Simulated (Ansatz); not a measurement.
## BrClH4OSi2, SMILES [SiH3]O[SiH](Cl)Br: a single point from an input written key by key, step by step

With Ansatz's Python interface.

Typed at the interpreter:
```pycon
>>> import ansatz
>>> DECK = """
... crystal:
...   periodic: [false, false, false]
...   atoms:
...     - { symbol: Si, position_ang: [0.7787, 0.8934, 1.1487] }
...     - { symbol: O, position_ang: [0.3135, 0.1269, -0.2223] }
...     - { symbol: Si, position_ang: [-0.5861, -0.7762, -1.1878] }
...     - { symbol: Cl, position_ang: [-0.0466, -2.6959, -1.0507] }
...     - { symbol: Br, position_ang: [-2.6648, -0.5278, -0.53] }
...     - { symbol: H, position_ang: [1.7056, 1.8941, 0.6355] }
...     - { symbol: H, position_ang: [-0.4313, 1.4458, 1.7471] }
...     - { symbol: H, position_ang: [1.401, -0.1353, 1.9759] }
...     - { symbol: H, position_ang: [-0.47, -0.225, -2.5165] }
... basis:
...   gaussian: { orbitals: def2-SVP, nuclear_model: point }
... hamiltonian:
...   xc: pbe
... """
>>> session = ansatz.Session.from_yaml(DECK)
>>> summary = session.plan(threads=1).execute().report

>>> print("reference energy %16.6f eV" % summary["reference_energy_ev"])
reference energy   -100395.528610 eV
>>> print("total energy     %16.6f eV" % summary["free_energy_ev"])
total energy       -100395.528610 eV
>>> print("occupied orbitals outside the frozen core (up, down):", summary["n_occupied"], " frozen:", summary["n_frozen"], " virtual:", summary["n_virtual"])
occupied orbitals outside the frozen core (up, down): [46, 46]  frozen: 0  virtual: [74, 74]
>>> symbols = ["Si", "O", "Si", "Cl", "Br", "H", "H", "H", "H"]
>>> field = summary["mean_field"]
>>> print("<S^2> =", round(abs(field["state"]["spin_squared"]), 4), " all-electron relativity setting:", field["relativity"])
<S^2> = 0.0  all-electron relativity setting: none
>>> print("passes:", field["passes"])
passes: {'evaluations': 15, 'products': 11}
>>> if "symmetry" in field:
...     print("occupied orbitals by irrep:", field["symmetry"]["occupied"])
...
occupied orbitals by irrep: [{'A': 46}, {'A': 46}]
```

These settings explore the input space; basis and method may be short of convergence. The geometry is a force-field or estimated start, not a minimum of this method, and the basis set is short of its limit. Wall time of the script: 2.9 s on 1 thread of Intel(R) Xeon(R) Platinum 8488C (Sapphire Rapids), with other jobs on the host, peak memory 0.21 GiB.

(Lines on the test bed's own set-up are left out of the output.)
